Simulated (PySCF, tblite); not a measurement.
**C₆H₅FN radical: geometry, infrared bands and EPR parameters**

Aim: predict the infrared bands and EPR parameters of C₆H₅FN radical (`[NH]c1cccc(F)c1`).

The runs use tblite 0.8.0 and PySCF 2.14.0, with density-fitted response routines of our own; the level of theory stands in each step. All values are computed, except where a source is named. Atoms count from 0, in the outputs and in this text.

## 1. The starting structure

13 atoms, charge 0, multiplicity 2; geometry from: force field or distance geometry start.

Bonds of the start (Å): N0–C1 1.45, C1–C2 1.37, C2–C3 1.39, C3–C4 1.39, C4–C5 1.38, C5–F6 1.37, C5–C7 1.39, C7–C1 1.38, N0–H8 1.06, C2–H9 1.08, C3–H10 1.09, C4–H11 1.10, C7–H12 1.07.

## 2. Relaxing the molecule with GFN2-xTB

What the job is given:

```
{"job": {"kind": "relax", "xc": "GFN2-xTB", "basis": "xTB"}, "charge": 0, "multiplicity": 2}
N      2.499300    -0.161100    -0.270000
C      1.058200    -0.119300    -0.163600
C      0.359000    -1.289600    -0.012700
C     -1.020200    -1.182400     0.081600
C     -1.622300     0.065500     0.061600
C     -0.890800     1.226500    -0.087800
F     -1.491000     2.458000    -0.122500
C      0.493200     1.138400    -0.187600
H      3.046700     0.012000     0.622800
H      0.861400    -2.250400     0.011300
H     -1.639000    -2.075300     0.199300
H     -2.720400     0.139700     0.141000
H      1.061500     2.038500    -0.291000
```

Command:

```sh
$ OMP_NUM_THREADS=1 python probes_run.py task.json out
```

One launch serves the whole session: the jobs run in the order shown.

**Question.** This job is followed by: GFN2-xTB harmonic vibrations, gas phase; UKS B3LYP, pcH-1 on C F H N, non-relativistic, mean-field spin-orbit, GIAO. Predict these results of the whole session: strongest single infrared mode (GFN2-xTB); zero-point energy (GFN2-xTB); g(iso) (B3LYP); ⟨S²⟩; largest a(iso); potential on the surface of density 0.002 e/bohr³, 1st and 99th percentile.

As calculated:

| quantity | value |
| --- | --- |
| strongest single infrared mode (GFN2-xTB) | 1174 cm⁻¹, 125 km/mol |
| zero-point energy (GFN2-xTB) | 58.0 kcal/mol |
| g(iso) (B3LYP) | 2.00342 |
| ⟨S²⟩ | 0.788 (exact 0.75) |
| largest a(iso) | 13C on C1, -41.1 MHz |
| potential on the surface of density 0.002 e/bohr³, 1st and 99th percentile | -1.67 V and 1.52 V |

In words: The optimisation took 49 steps and gained 1.039 eV; among the close pairs (by a distance rule), N0–C1 changed most, from 1.446 to 1.303 Å. All 33 modes are real, so the xTB geometry is a minimum. The strongest single mode, at 1174 cm⁻¹, is carried by C5, H10, H12, F6. GFN2-xTB is a fitted tight-binding method: band positions and strengths are rough. Its intensities can rank the bands wrongly. The largest share of the spin, 0.58 e, sits on N0. The isotropic g lies 1.1 ppt above the free-electron value. These values are for one conformer; the search (at its own cheap level) found 1 more, at 0.32 kcal/mol, and measured spectra average over such forms.
